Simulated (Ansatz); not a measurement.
I need a convergence test of the plane-wave cutoff of Sr₂SO, space group P4/mmm. Use the Ansatz DFT code, driven from Python. Level of theory (first run): PBEsol, PAW, cutoff 300 eV, 5×5×4 k-points, fixed occupations. The script varies cutoff (eV): 300, 375, 450, 525, 600.

`sr2so.xyz`
```text
4
Lattice="4.043237 0.0 0.0 0.0 4.043237 0.0 0.0 0.0 5.718" Properties=species:S:1:pos:R:3 pbc="T T T"
Sr    0.00000000    0.00000000    0.00000000
Sr    2.02161850    2.02161850    2.85900000
S     0.00000000    0.00000000    2.85900000
O     2.02161850    2.02161850    0.00000000
```

`sr2so_ecut.py`:
```python
import ansatz as az
from tabulate import tabulate

xtal = az.Crystal.from_extxyz("sr2so.xyz")

setup = (
    xtal.calculation()
    .kpoints(5, 5, 4)
    .occupations("Fixed")
    .functional("pbesol")
    .stress()
)

rows = []
for value in [300, 375, 450, 525, 600]:
    report = setup.basis(value).run().report
    rows.append((value, report["free_energy_ev"] / len(report["lattice"]["sites"]), report["n_iterations"], sum(report["stress_gpa"][i][i] for i in range(3)) / 3, report["n_pw"]))

print(tabulate(rows, headers=["cutoff (eV)", "F/atom (eV)", "iterations", "P (GPa)", "plane waves"], floatfmt=".4f", tablefmt="grid"))

for row in rows[:-1]:
    shift = 1000 * (row[1] - rows[-1][1])
    print(f"{row[0]}: {shift:+.2f} meV/atom" + ("  (within 1 meV)" if abs(shift) < 1 else ""))
```

Output of `python sr2so_ecut.py`:
```text
DeckWarning: basis.ecutwfc = 300 eV is below the records' recommended 420 eV, and the density's cutoff is lower with it unless basis.ecutrho_ratio is high enough to keep the records' density cutoff: compare with a run at a higher cutoff
DeckWarning: basis.ecutwfc = 375 eV is below the records' recommended 420 eV, and the density's cutoff is lower with it unless basis.ecutrho_ratio is high enough to keep the records' density cutoff: compare with a run at a higher cutoff
+---------------+---------------+--------------+-----------+---------------+
|   cutoff (eV) |   F/atom (eV) |   iterations |   P (GPa) |   plane waves |
+===============+===============+==============+===========+===============+
|           300 |    -2109.0355 |            7 |   -2.6401 |          1093 |
+---------------+---------------+--------------+-----------+---------------+
|           375 |    -2109.1457 |            7 |   -2.6626 |          1523 |
+---------------+---------------+--------------+-----------+---------------+
|           450 |    -2109.1555 |            7 |   -2.6634 |          1963 |
+---------------+---------------+--------------+-----------+---------------+
|           525 |    -2109.1559 |            7 |   -2.6631 |          2541 |
+---------------+---------------+--------------+-----------+---------------+
|           600 |    -2109.1560 |            7 |   -2.6628 |          3059 |
+---------------+---------------+--------------+-----------+---------------+
300: +120.51 meV/atom
375: +10.31 meV/atom
450: +0.46 meV/atom  (within 1 meV)
525: +0.08 meV/atom  (within 1 meV)
```
(Warnings from the package without file and line.)

From 450 eV on it stays within 1 meV an atom of the value at 600 eV; the first row (300 eV) is off by 120.5 meV and the last but one by 0.08 meV. The energy falls steadily, as expected when plane waves are added. The pressure moves from -2.64 to -2.66 GPa (the program's stress holds a Pulay correction, so it settles early).

Reading the output:
- Pressure is positive in compression.
- The structure comes from a database of computed cells and needn't be a stable or known phase.
- Shifts are counted from the last row, which is itself no proven limit.
- Finished in 7.1 s on 1 thread of INTEL(R) XEON(R) PLATINUM 8581C CPU @ 2.10GHz (Emerald Rapids), with other jobs on the host, peak memory 0.47 GiB.

(Lines on the test bed's own set-up are left out of the output.)
